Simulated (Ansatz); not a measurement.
# C2H7FSn: basis-set convergence

One table from this session's results is given with a row withheld; the runs are named, their logs left out.

Method: one geometry, several basis sets; program: Ansatz 0.2.0, Gaussian basis.

Plan: PBE0-D4/def2-SVP; ωB97M-V/def2-SVP; PBE0-D4/def2-QZVPP; ωB97M-V/def2-QZVPP; the functionals' def2-TZVPP values are taken from earlier runs.

### The geometry

The geometry comes from an earlier relaxation with PBE0-D4 in a triple-zeta def2 set; it is a stationary point, not always the lowest conformer. Sn takes the def2 core potential; no spin-orbit term is included.

SMILES `FC[CH2][SnH3]`, 11 atoms, charge 0, spin multiplicity 1.

Atoms are counted from 1 here; the program's logs count them from 0.

Bond lengths: F1–C2 1.391 Å, C2–C3 1.500 Å, C2–H5 1.095 Å, C2–H6 1.095 Å, C3–Sn4 2.154 Å, C3–H7 1.092 Å, C3–H8 1.092 Å, Sn4–H9 1.708 Å, Sn4–H10 1.708 Å, Sn4–H11 1.705 Å. Angles: F1–C2–C3 110.5°, F1–C2–H5 106.9°, F1–C2–H6 106.9°, C3–C2–H5 111.8°, C3–C2–H6 111.8°, H5–C2–H6 108.7°, C2–C3–Sn4 112.4°, C2–C3–H7 110.5°, C2–C3–H8 110.5°, Sn4–C3–H7 107.6°, Sn4–C3–H8 107.6°, H7–C3–H8 108.0°, C3–Sn4–H9 109.7°, C3–Sn4–H10 109.7°, C3–Sn4–H11 109.0°, H9–Sn4–H10 109.1°, H9–Sn4–H11 109.7°, H10–Sn4–H11 109.7°.

Coordinates:

```xyz
11
charge 0, multiplicity 1
F     0.5300    2.2959    1.3012
C    -0.1148    1.3761    0.4811
C     0.6302    0.0740    0.4650
Sn   -0.3173   -1.3993   -0.7891
H    -1.1308    1.2589    0.8718
H    -0.1725    1.8244   -0.5161
H     0.6947   -0.3417    1.4731
H     1.6470    0.2202    0.0936
H    -1.9002   -1.7043   -0.2240
H    -0.3972   -0.8230   -2.3952
H     0.5961   -2.8384   -0.7410
```

Set-up of the first run:

The input, in.yaml:

```yaml
crystal:
  periodic: [false, false, false]
  atoms:
    - {symbol: F, position_ang: [0.530024, 2.295911, 1.301150]}
    - {symbol: C, position_ang: [-0.114834, 1.376143, 0.481125]}
    - {symbol: C, position_ang: [0.630220, 0.074000, 0.465029]}
    - {symbol: Sn, position_ang: [-0.317285, -1.399262, -0.789109]}
    - {symbol: H, position_ang: [-1.130820, 1.258865, 0.871844]}
    - {symbol: H, position_ang: [-0.172481, 1.824401, -0.516067]}
    - {symbol: H, position_ang: [0.694671, -0.341660, 1.473124]}
    - {symbol: H, position_ang: [1.647007, 0.220243, 0.093633]}
    - {symbol: H, position_ang: [-1.900238, -1.704290, -0.224043]}
    - {symbol: H, position_ang: [-0.397168, -0.822954, -2.395206]}
    - {symbol: H, position_ang: [0.596103, -2.838396, -0.740980]}
basis:
  gaussian: {orbitals: def2-SVP}
hamiltonian: {xc: pbe0, dispersion: d4}
output: {orbitals: {seedname: orbitals}}
```

On the command line:

```sh
$ ansatz run in.yaml --threads 4 --pin off --events-out ev --progress --plain --max-ram 10444MiB
```

Steps of the session up to this table: PBE0-D4 in def2-SVP; ωB97M-V in def2-SVP; PBE0-D4 in def2-QZVPP; ωB97M-V in def2-QZVPP.

One of the session's tables, all rows but one given; the rest of the session is left out.

It belongs to the step «Functionals by basis». 

| functional | basis | HOMO (eV) | LUMO (eV) |
| --- | --- | --- | --- |
| PBE0-D4 | def2-SVP | -8.48 | 0.53 |
| PBE0-D4 | def2-TZVPP | ? | ? |
| PBE0-D4 | def2-QZVPP | -8.53 | 0.00 |
| ωB97M-V | def2-SVP | -10.63 | 2.18 |
| ωB97M-V | def2-TZVPP | -10.68 | 1.43 |
| ωB97M-V | def2-QZVPP | -10.70 | 1.09 |

Estimate the missing values for PBE0-D4, def2-TZVPP.

**Answer.** HOMO (eV): -8.51; LUMO (eV): 0.13. In the column «HOMO (eV)» it lies between PBE0-D4, def2-QZVPP (-8.53) and PBE0-D4, def2-SVP (-8.48).
